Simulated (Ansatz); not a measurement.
# YF: response properties

The task, for YF: relax the cell and compute its response.

Program: Ansatz 0.2.0. Level of theory: DFT PBEsol, scalar-relativistic, plane waves, PAW. These are calculated values, not measurements.

5 further runs of the same task are left out: 2 that didn't finish, 3 set aside as unsound or not needed.

**1. The starting structure**

It takes space group R-3m (No. 166, trigonal). The conventional cell has a = 3.290 Å, b = 3.290 Å, c = 24.132 Å, α = 90.00°, β = 90.00°, γ = 120.00°. Y (site symmetry 3m) is surrounded by 3 F at 2.41 Å. F (site symmetry 3m) is surrounded by 3 Y at 2.41 Å.

Coordinates:

```cif
data_structure
_symmetry_space_group_name_H-M 'P 1'
_symmetry_Int_Tables_number 1
_cell_length_a 8.2650
_cell_length_b 8.2650
_cell_length_c 8.2650
_cell_angle_alpha 22.958
_cell_angle_beta 22.958
_cell_angle_gamma 22.958
_cell_volume 75.39
loop_
_atom_site_label
_atom_site_type_symbol
_atom_site_fract_x
_atom_site_fract_y
_atom_site_fract_z
_atom_site_occupancy
Y1 Y 0.21683 0.21683 0.21683 1
Y2 Y 0.78317 0.78317 0.78317 1
F1 F 0.38830 0.38830 0.38830 1
F2 F 0.61170 0.61170 0.61170 1
```

The cell was made up by rule, so the compound may not exist in this form.

(A quick probe on a coarse mesh, which set the mesh and smearing, is not shown.)

**3. Coarse relaxation**

The input, input.yaml:

```yaml
crystal:
  lattice:
    - [1.6448443818, 0.9496513466, 8.0438356164]
    - [-1.6448443818, 0.9496513466, 8.0438356164]
    - [0.0, -1.8993026932, 8.0438356164]
  atoms:
    - { symbol: "Y", position: [0.21683, 0.21683, 0.21683] }
    - { symbol: "Y", position: [0.78317, 0.78317, 0.78317] }
    - { symbol: F, position: [0.3883, 0.3883, 0.3883] }
    - { symbol: F, position: [0.6117, 0.6117, 0.6117] }
basis:
  ecutwfc: 420
kpoints:
  mp_grid: { grid: [6, 6, 6] }
hamiltonian:
  xc: pbesol
scf:
  occupations: { method: gaussian, width: 0.1 }
output:
  forces: true
  stress: true
  eigenvalues: true
relax:
  adjacent_minimum: "off"
  f_tol: 0.05
  max_steps: 80
  cell: { stress_tol: 0.5 }
```

Run with:

```
ansatz run input.yaml --threads 2 --pin off --max-ram 6144MiB --backend cpu --events-out ev --progress --plain --runs-dir out
```

Further runs follow: full relaxation.

What does the calculation give? Wanted: relaxed cell; volume; formation energy.

The runs gave:

```
                                                               quantity                                                                        value
                                            relaxed cell (conventional)  a = 3.718 Å, b = 3.718 Å, c = 19.009 Å, α = 90.00°, β = 90.00°, γ = 120.00°
                                                   space group (0.01 Å)                                                               R-3m (No. 166)
                                                                 volume                                                                18.97 Å³/atom
formation energy (elements from runs with the same settings, not shown)                                                                -2.53 eV/atom
```

**Reading.** The cell grew by 0.6 % in volume on relaxing. A semilocal functional can close a small gap, so the metal found here is not certain.
